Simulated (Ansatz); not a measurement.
**BBrF₂ (SMILES FB(F)Br): single points off equilibrium**

The task here is to estimate one member of a computed series from the others.

Program: Ansatz 0.2.0, Gaussian basis. Level of theory: single points in def2-TZVPP. These are calculated values, not measurements.

Cores are frozen in the correlated methods. Filled d shells of the heavier atoms are correlated.

### Starting geometry

SMILES `FB(F)Br`, 4 atoms, charge 0, spin multiplicity 1.

Atoms are counted from 1 here; the program's logs count them from 0.

Bond lengths: F1–B2 1.237 Å, B2–F3 1.368 Å, B2–Br4 1.768 Å. Angles: F1–B2–F3 120.9°, F1–B2–Br4 121.9°, F3–B2–Br4 115.8°.

As a file:

```
F    -0.1747   -1.3794   -0.1440
B    -0.0981   -0.1588    0.0392
F    -1.1837    0.6497   -0.1554
Br    1.4575    0.6666    0.1979
```

The first run:

Input file run/in.yaml:

```yaml
crystal:
  periodic: [false, false, false]
  atoms:
    - {symbol: F, position_ang: [-0.174700, -1.379400, -0.144000]}
    - {symbol: B, position_ang: [-0.098100, -0.158800, 0.039200]}
    - {symbol: F, position_ang: [-1.183700, 0.649700, -0.155400]}
    - {symbol: Br, position_ang: [1.457500, 0.666600, 0.197900]}
basis:
  gaussian: {orbitals: def2-TZVPP}
correlation: {method: ccsd_t}
output: {forces: true}
```

No record of the launch command was kept for these runs.

Steps of the session up to this table: CCSD(T)/def2-TZVPP; PBE0-D4/def2-TZVPP; wB97M-V/def2-TZVPP; r2SCAN-D4/def2-TZVPP; PBE-D4/def2-TZVPP; SPW92/def2-TZVPP; B97M-V/def2-TZVPP.

One of the session's tables, all rows but one given; the rest of the session is left out.

```
   method  RMS force component (eV/Å)  angle to CCSD(T) forces (°)  dipole (D)
  CCSD(T)                       2.410                    reference        0.81
  PBE0-D4                       2.322                          1.9        0.80
  wB97M-V                       2.361                          0.6        0.79
r2SCAN-D4                       2.345                          0.3        0.76
   PBE-D4                           ?                            ?           ?
    SPW92                       2.213                          3.3        0.77
   B97M-V                       2.279                          3.0        0.78
```

Estimate the missing values for PBE-D4.

The run gave: RMS force component (eV/Å): 2.428; angle to CCSD(T) forces (°): 5.8; dipole (D): 0.75. In the column «RMS force component (eV/Å)» it is the highest.

To keep in mind: The reference is not at the basis limit: in triple zeta CCSD(T) underbinds, which counts against methods that bind more; the gaps are no ranking.
